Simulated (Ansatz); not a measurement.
**Nb: equation of state**

The task here is to estimate one member of a computed series from the others.

Method: DFT LDA, scalar-relativistic, in Ansatz 0.2.0.

### The starting structure

It takes space group Fm-3m (No. 225, cubic). The conventional cell has a = 4.230 Å, b = 4.230 Å, c = 4.230 Å, α = 90.00°, β = 90.00°, γ = 90.00°. Nb (site symmetry m-3m) has 12 Nb at 2.99 Å as nearest neighbours.

As a file:

```cif
data_structure
_symmetry_space_group_name_H-M 'P 1'
_symmetry_Int_Tables_number 1
_cell_length_a 2.9911
_cell_length_b 2.9911
_cell_length_c 2.9911
_cell_angle_alpha 60.000
_cell_angle_beta 60.000
_cell_angle_gamma 60.000
_cell_volume 18.92
loop_
_atom_site_label
_atom_site_type_symbol
_atom_site_fract_x
_atom_site_fract_y
_atom_site_fract_z
_atom_site_occupancy
Nb1 Nb 0.00000 0.00000 0.00000 1
```

Set-up of the first run:

File input.yaml:

```yaml
crystal:
  lattice:
    - [0.0, 2.0718246199, 2.0718246199]
    - [2.0718246199, 0.0, 2.0718246199]
    - [2.0718246199, 2.0718246199, 0.0]
  atoms:
    - { symbol: Nb, position: [0.0, 0.0, 0.0] }
kpoints:
  mp_grid: { grid: [13, 13, 13] }
  band_path:
    path:
      - [0.0, 0.0, 0.0]
      - [0.5, 0.0, 0.5]
      - [0.625, 0.25, 0.625]
      - [0.375, 0.375, 0.75]
      - [0.0, 0.0, 0.0]
      - [0.5, 0.5, 0.5]
      - [0.5, 0.25, 0.75]
      - [0.5, 0.0, 0.5]
    npoints: 5
scf:
  occupations: { method: fermi_dirac, width: 0.03 }
hamiltonian:
  xc: lda
  pseudopotentials: { kind: all_electron, lapw: { basis_error: 0.0005 } }
output:
  forces: true
  stress: true
  eigenvalues: true
```

The run is started by

```console
> ansatz run input.yaml --threads 1 --pin off --max-ram 3072MiB --backend cpu --events-out ev --progress --plain --runs-dir out
```

Steps of the session up to this table: Volume × 0.94, LAPW; Volume × 0.94, PAW; Volume × 0.94, crystal datasets; Volume × 0.98, LAPW; Volume × 0.98, PAW; Volume × 0.98, crystal datasets; Volume × 1.01, LAPW; Volume × 1.01, PAW; Volume × 1.01, crystal datasets; Volume × 1.04, LAPW; Volume × 1.04, PAW; Volume × 1.04, crystal datasets.

One of the session's tables, all rows but one given; the rest of the session is left out.

It belongs to the step «The equation of state». 

| method | volume (Å³/atom) | pressure (GPa) |
| --- | --- | --- |
| LAPW | 17.786 | -0.13 |
| LAPW | 18.543 | -7.24 |
| LAPW | 19.111 | -11.75 |
| LAPW | 19.679 | -15.59 |
| PAW | 17.786 | -0.13 |
| PAW | 18.543 | ? |
| PAW | 19.111 | -11.74 |
| PAW | 19.679 | -15.58 |
| crystal datasets | 17.786 | -0.13 |
| crystal datasets | 18.543 | -7.24 |
| crystal datasets | 19.111 | -11.75 |
| crystal datasets | 19.679 | -15.59 |

**Question.** Estimate the row for PAW, 18.543.

As computed: pressure (GPa): -7.23. In the column «pressure (GPa)» it lies between crystal datasets, 18.543 (-7.24) and LAPW, 17.786 (-0.13).

To keep in mind: Warnings in the runs' records: gradients without spin orbit, crystal datasets made.
